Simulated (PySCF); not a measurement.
**MoMe4: geometry**

Aim: predict the geometry of MoMe4 (`[CH3][Mo]([CH3])([CH3])[CH3]`).

The runs use PySCF 2.14.0; the level of theory stands in each step. All values are computed, except where a source is named. Atoms count from 0, in the outputs and in this text.

1 further run of the same task is left out (for a known fault of the program).

### Step 1. The starting structure

17 atoms, charge 0, multiplicity 1; geometry from: GFN2-xTB. The atoms were then displaced at random by about 0.03 Å, so the start is not that level's minimum.

Bonds of the start (Å): Mo0–C1 2.12, Mo0–C5 2.08, Mo0–C9 2.22, Mo0–C13 2.12, C1–H2 1.14, C1–H3 1.17, C1–H4 1.10, C5–H6 1.10, C5–H7 1.13, C5–H8 1.13, C9–H10 1.11, C9–H11 1.12, C9–H12 1.16, C13–H14 1.06, C13–H15 1.10, C13–H16 1.13.

### Step 2. Geometry optimisation at PBE0-D3(BJ)/def2-SVP

The job: settings as JSON, then the geometry in Å.

```
{"job": {"xc": "PBE0", "basis": "def2-SVP", "d3": "d3bj", "grid": 1, "maxiter": 40, "shake": 0.03, "kind": "geom"}, "charge": 0, "multiplicity": 1}
Mo     0.058380    -0.080980     0.015340
C     -0.017250    -0.029830     2.130380
H     -1.082370    -0.031620     2.523350
H      0.606350     0.877640     2.538410
H      0.509760    -0.920440     2.508820
C      1.997800     0.024260    -0.717030
H      2.084070     0.012440    -1.809930
H      2.615870    -0.859560    -0.385310
H      2.555960     0.911790    -0.298610
C     -1.012040     1.738260    -0.670950
H     -1.049620     1.782300    -1.775450
H     -0.494560     2.669240    -0.329430
H     -2.135030     1.819320    -0.387740
C     -1.057310    -1.732890    -0.704260
H     -2.067240    -1.815130    -0.382630
H     -0.521250    -2.626190    -0.362120
H     -1.020060    -1.739190    -1.832580
```

Launch:

```sh
$ OMP_NUM_THREADS=1 python probes_run.py task.json out
```

One launch serves the whole session: the jobs run in the order shown.

Predict these results of the whole session: point group; rotational constants (main isotopes).

The runs gave:

```
                            quantity                 value
                         point group                   D2d
rotational constants (main isotopes)  2.79, 2.57, 2.57 GHz
```

In words: The start was shaken at random, so part of the energy gained undoes that. Over 9 steps the energy fell by 0.789 eV; of the close pairs, Mo0–H12 changed most, 2.930 to 2.367 Å. No frequency check was run at this level, so the end point may be a saddle.
